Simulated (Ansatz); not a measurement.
# CHBr₂F: up Jacob's ladder to CCSD(T)

The task here is to estimate one member of a computed series from the others.

Computed with Ansatz 0.2.0, Gaussian basis. Level: functionals in def2-TZVPP, the program's frozen cores in correlated methods.

The runs, in order: LDA (SPW92), PBE-D4, revPBE-D4, BLYP-D4, r2SCAN-D4, B97M-V, PBE0-D4, B3LYP-D4, r2SCANh-D4, r2SCAN0-D4, HSE06-D4, BHLYP-D4, CAM-B3LYP-D4, LC-ωPBE, ωB97X-V, ωB97M-V, B2PLYP, PBE-QIDH; CCSD(T)/def2-SVP; CCSD(T)/def2-TZVPP; MP2/def2-QZVPP; extrapolation to the limit; RPA on PBE.

## The relaxed structure

An earlier PBE0-D4 in a triple-zeta def2 set relaxation fixed the geometry.

SMILES `FC(Br)Br`, 5 atoms, charge 0, spin multiplicity 1.

Atoms are counted from 1 here; the program's logs count them from 0.

Bond lengths: F1–C2 1.338 Å, C2–Br3 1.927 Å, C2–Br4 1.927 Å, C2–H5 1.086 Å. Angles: F1–C2–Br3 109.7°, F1–C2–Br4 109.7°, F1–C2–H5 110.2°, Br3–C2–Br4 112.1°, Br3–C2–H5 107.6°, Br4–C2–H5 107.6°.

Set-up of the first run:

Contents of in.yaml:

```yaml
crystal:
  periodic: [false, false, false]
  atoms:
    - {symbol: F, position_ang: [-0.590927, -0.199763, 1.255165]}
    - {symbol: C, position_ang: [-0.035418, 0.106012, 0.077317]}
    - {symbol: Br, position_ang: [1.782833, -0.531173, 0.033226]}
    - {symbol: Br, position_ang: [-1.097159, -0.632612, -1.351358]}
    - {symbol: H, position_ang: [-0.009429, 1.183938, -0.055750]}
basis:
  gaussian: {orbitals: def2-TZVPP}
hamiltonian: {xc: lda}
output: {orbitals: {seedname: orbitals}}
```

Started as:

```bash
$ ansatz run in.yaml --threads 4 --pin off --events-out ev --progress --plain --max-ram 10444MiB
```

Steps of the session up to this table: LDA; PBE-D4 (GGA); revPBE-D4 (GGA); BLYP-D4 (GGA); r2SCAN-D4 (meta-GGA); B97M-V (meta-GGA); B3LYP-D4 (hybrid); r2SCANh-D4 (hybrid); r2SCAN0-D4 (hybrid); HSE06-D4 (hybrid); BHLYP-D4 (hybrid); CAM-B3LYP-D4 (range-separated); LC-ωPBE (range-separated); ωB97X-V (range-separated); ωB97M-V (range-separated); B2PLYP (double hybrid); PBE-QIDH (double hybrid).

One table of the session follows, with a row left open; its other results are not shown here.

It belongs to the step «Frontier levels by functional». 

```
  functional  HOMO (eV)  gap (eV)
 LDA (SPW92)      -7.25      4.80
      PBE-D4          ?         ?
   revPBE-D4      -7.01      4.87
     BLYP-D4      -6.90      4.75
   r2SCAN-D4      -7.41      5.31
      B97M-V      -7.50      5.51
     PBE0-D4      -8.38      7.11
    B3LYP-D4      -8.11      6.57
  r2SCANh-D4      -7.88      6.15
  r2SCAN0-D4      -8.60      7.40
    HSE06-D4      -7.98      6.33
    BHLYP-D4      -9.52      9.28
CAM-B3LYP-D4      -9.71      9.56
     LC-ωPBE     -11.11     12.24
     ωB97X-V     -10.73     11.71
     ωB97M-V     -10.58     11.43
```

Q: Estimate the row for PBE-D4 from the others.

The run gave: HOMO (eV): -7.07; gap (eV): 4.84. In the column «HOMO (eV)» it lies between LDA (SPW92) (-7.25) and revPBE-D4 (-7.01).
